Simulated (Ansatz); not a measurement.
# MoSb (rocksalt): equation of state and elastic constants

One table from this session's results is given with a row withheld; the runs are named, their logs left out.

Computed with Ansatz 0.2.0 (DFT PBEsol, scalar-relativistic, plane waves, PAW, unless a step's input says otherwise).

### Starting point

Symmetry: Fm-3m, No. 225, cubic system. Conventional cell: a = 5.451 Å, b = 5.451 Å, c = 5.451 Å, α = 90.00°, β = 90.00°, γ = 90.00°. Mo (site symmetry m-3m) has 6 Sb at 2.73 Å as nearest neighbours. Sb (site symmetry m-3m) is surrounded by 6 Mo at 2.73 Å.

Coordinates:

```cif
data_structure
_symmetry_space_group_name_H-M 'P 1'
_symmetry_Int_Tables_number 1
_cell_length_a 3.8542
_cell_length_b 3.8542
_cell_length_c 3.8542
_cell_angle_alpha 60.000
_cell_angle_beta 60.000
_cell_angle_gamma 60.000
_cell_volume 40.48
loop_
_atom_site_label
_atom_site_type_symbol
_atom_site_fract_x
_atom_site_fract_y
_atom_site_fract_z
_atom_site_occupancy
Mo1 Mo 0.50000 0.50000 0.50000 1
Sb1 Sb 0.00000 0.00000 0.00000 1
```

This cell comes from an earlier session at PBEsol: 20.242 Å³/atom at -0.06 GPa, on a 10×10×10 mesh.

Volume factors to run: 0.980, 1.020, 0.960, 1.040.

The first run:

File input.yaml:

```yaml
crystal:
  lattice:
    - [0.0, 2.7070435197, 2.7070435197]
    - [2.7070435197, 0.0, 2.7070435197]
    - [2.7070435197, 2.7070435197, 0.0]
  atoms:
    - { symbol: Mo, position: [0.5, 0.5, 0.5] }
    - { symbol: Sb, position: [0.0, 0.0, 0.0] }
basis:
  ecutwfc: 420
  ecutrho_ratio: 4
kpoints:
  mp_grid: { grid: [10, 10, 10] }
hamiltonian:
  xc: pbesol
scf:
  occupations: { method: gaussian, width: 0.05 }
output:
  forces: true
  stress: true
  eigenvalues: true
```

Steps of the session up to this table: At 0.980 of the relaxed volume; At 1.020 of the relaxed volume; Scaling the volume by 0.960; Scaling the volume by 1.040.

One of the session's tables, all rows but one given; the rest of the session is left out.

It belongs to the step «The fit». 

| volume (Å³/atom) | energy (meV/atom) | pressure (GPa) |
| --- | --- | --- |
| 19.433 | 14.83 | 6.18 |
| 19.837 | ? | ? |
| 20.242 | 0.00 | -0.06 |
| 20.647 | 3.56 | -2.69 |
| 21.052 | 13.41 | -5.04 |

Estimate the missing values for volume (Å³/atom) = 19.837.

Worked estimate for «energy (meV/atom)». A straight line through the neighbours (19.433, 14.83) and (20.242, 0.00) gives 14.83 + (0.00 − 14.83) × (19.837 − 19.433) / (20.242 − 19.433) = 7.42; a parabola fitted to 3 rows on both sides gives 3.77.

As computed: energy (meV/atom): 3.48; pressure (GPa): 2.89. In «energy (meV/atom)» the line misses by +3.94 and the parabola by +0.29.
